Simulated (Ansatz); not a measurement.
From input file to script: Sc₃In, space group Pm-3m in Ansatz 0.2.0.

```yaml
crystal:
  lattice:
    - [4.53041, 0.0, 0.0]
    - [0.0, 4.53041, 0.0]
    - [0.0, 0.0, 4.53041]
  atoms:
    - { symbol: Sc, position: [0.5, 0.5, 0.0] }
    - { symbol: Sc, position: [0.5, 0.0, 0.5] }
    - { symbol: Sc, position: [0.0, 0.5, 0.5] }
    - { symbol: In, position: [0.0, 0.0, 0.0] }
basis:
  ecutwfc: 650.0
kpoints:
  mp_grid:
    grid: [6, 6, 6]
hamiltonian:
  xc: r2scan
  pseudopotentials:
    kind: paw
scf:
  occupations:
    method: methfessel_paxton
phonons:
  method: fd
  supercell: [1, 1, 1]
  amplitude: 0.03
```

Typed at the interpreter:
```pycon
>>> from pathlib import Path
>>> import ansatz as az
>>> import numpy as np
>>> vectors = np.array([
...     [4.53041, 0.0, 0.0],
...     [0.0, 4.53041, 0.0],
...     [0.0, 0.0, 4.53041],
... ])
>>> system = (
...     az.Lattice.of(vectors)
...     .atom('Sc', (0.5, 0.5, 0.0))
...     .atom('Sc', (0.5, 0.0, 0.5))
...     .atom('Sc', (0.0, 0.5, 0.5))
...     .atom('In', (0.0, 0.0, 0.0))
... )
>>> [site.symbol for site in system.resolved().sites]
['Sc', 'Sc', 'Sc', 'In']
>>> # the cell itself: zone-centre modes alone
>>> calculation = system.calculation()
>>> calculation = calculation.functional(az.Functional.R2SCAN)
>>> calculation = calculation.pseudopotentials('paw')
>>> calculation = calculation.basis(650).occupations('methfessel_paxton')
>>> calculation = calculation.kpoints(6, 6, 6).phonons('fd', supercell=1, amplitude=0.03)
>>> out = calculation.run(runs_dir='phonon_runs')
>>> folder = Path(out.output_folder) / 'results'
>>> ph = out.phonons
>>> print('modes at Gamma (1/cm):', np.round(ph.gamma_omega_inv_cm, 1) + 0.0)
modes at Gamma (1/cm): [  0.    0.    0.  138.5 138.5 138.5 179.3 179.3 179.3 231.3 231.3 231.3]
>>> print(f'{ph.n_members} displaced supercells, sum-rule residual {ph.asr_residual_pre_ev_ang2:.1e} eV/A^2')
2 displaced supercells, sum-rule residual 2.9e-03 eV/A^2
>>> optical = np.sort(ph.gamma_omega_inv_cm)
>>> print('imaginary modes at Gamma:', int((optical < -10).sum()), '- highest mode', round(float(optical[-1]), 1), '1/cm')
imaginary modes at Gamma: 0 - highest mode 231.3 1/cm
```

The run is spin-unpolarised. The cell isn't relaxed first, so the values belong to this volume. For a metal this k-point mesh is coarse: on a finer one energies can move by several to tens of meV an atom and pressures by half a GPa or more, differences at one mesh by less. This cell is a computed structure, which may not be the phase found in nature. The structure is taken as given and the supercell is small; imaginary modes can come from an unrelaxed or unstable start. Phonons of metals also depend on mesh and smearing. Hardware and time: 3.5 min on 1 thread of Arm Neoverse V1, on a shared host, peak memory 1.1 GiB.

(Lines on the test bed's own set-up are left out of the output.)
